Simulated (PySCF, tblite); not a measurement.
# C₃H₁₀GeN₂: geometry, infrared bands and NMR shifts

Wanted: the infrared bands and NMR shifts of C₃H₁₀GeN₂ (`C=CN(C)[NH][GeH3]`), by calculation.

Programs: tblite 0.8.0 and PySCF 2.14.0, with density-fitted response routines of our own. Each step states its level of theory. These are calculated values for one molecule in the gas phase, unless marked as measured. Atoms are numbered from 0 throughout.

## 1. The molecule as given

16 atoms, charge 0, multiplicity 1; geometry from: force field or distance geometry start.

Bonds of the start (Å): C0–C1 1.33, C1–N2 1.45, N2–C3 1.45, N2–N4 1.40, N4–Ge5 1.86, C0–H6 1.08, C0–H7 1.09, C1–H8 1.08, C3–H9 1.12, C3–H10 1.11, C3–H11 1.11, N4–H12 1.04, Ge5–H13 1.55, Ge5–H14 1.55, Ge5–H15 1.54.

## 2. Optimising the geometry with GFN2-xTB

What the job is given:

```
{"job": {"kind": "relax", "xc": "GFN2-xTB", "basis": "xTB"}, "charge": 0, "multiplicity": 1}
C     -0.700300     1.913100    -1.201900
C     -1.149700     1.100700    -0.255000
N     -0.579000    -0.218100    -0.040800
C     -1.133000    -1.042400     1.020200
N      0.471000    -0.676800    -0.843300
Ge     2.062100    -0.436000     0.093500
H      0.090100     1.634600    -1.877200
H     -1.150900     2.898800    -1.312800
H     -1.943500     1.432300     0.398900
H     -0.602300    -2.022900     1.090600
H     -2.211600    -1.249100     0.838800
H     -1.023100    -0.532200     2.004600
H      0.342100    -1.698100    -1.008700
H      2.251200     1.068000     0.421800
H      2.014600    -1.241100     1.416100
H      3.254600    -0.921900    -0.756200
```

On the command line:

```sh
$ OMP_NUM_THREADS=1 python probes_run.py task.json out
```

The driver reads the jobs from task.json and runs them one after another.

**Question.** This job is followed by: GFN2-xTB harmonic vibrations, gas phase; GIAO PBE0/pcSseg-1 NMR shielding, non-relativistic, gas phase. What will the session give for the following? strongest single infrared mode (GFN2-xTB); zero-point energy (GFN2-xTB); 13C shifts against TMS (PBE0/pcSseg-1); 1H shifts against TMS (PBE0/pcSseg-1, means over atoms taken as alike); 15N shifts against NH3 (PBE0/pcSseg-1); 73Ge shifts against GeMe4 (PBE0/pcSseg-1); surface potential, 1st and 99th percentile.

The runs gave:

| quantity | value |
| --- | --- |
| strongest single infrared mode (GFN2-xTB) | 2095 cm⁻¹, 459 km/mol |
| zero-point energy (GFN2-xTB) | 76.2 kcal/mol |
| 13C shifts against TMS (PBE0/pcSseg-1) | 145.6, 91.0, 47.6 ppm |
| 1H shifts against TMS (PBE0/pcSseg-1, means over atoms taken as alike) | 5.80, 4.64, 4.35, 4.16, 2.84, 2.46 ppm |
| 15N shifts against NH3 (PBE0/pcSseg-1) | 109.2, 70.7 ppm |
| 73Ge shifts against GeMe4 (PBE0/pcSseg-1) | -204 ppm |
| surface potential, 1st and 99th percentile | -1.19 V and 1.42 V |

In words: The optimisation took 84 steps and gained 0.527 eV; among the close pairs (by a distance rule), C1–N2 changed most, from 1.453 to 1.384 Å. No mode is imaginary among the 42: a minimum at this level. The strongest single mode, at 2095 cm⁻¹, moves mainly H15 and H13. GFN2-xTB is a fitted tight-binding method: band positions and strengths are rough. Its intensities can rank the bands wrongly. C1 (alkene carbon bearing nitrogen) lies farthest downfield among carbon, at 145.6 ppm; an sp2 carbon further deshielded by the attached heteroatom. The most deshielded hydrogen is H8 (hydrogen on an alkene carbon bearing nitrogen), at 5.80 ppm: attached to an sp2 carbon and in the plane of the double bond. At PBE0/pcSseg-1: Shielding is most anisotropic at Ge5 (span 227 ppm, paramagnetic term -1222 ppm). Spin-orbit coupling is left out, which matters for shieldings and couplings at and beside the heavy atoms.
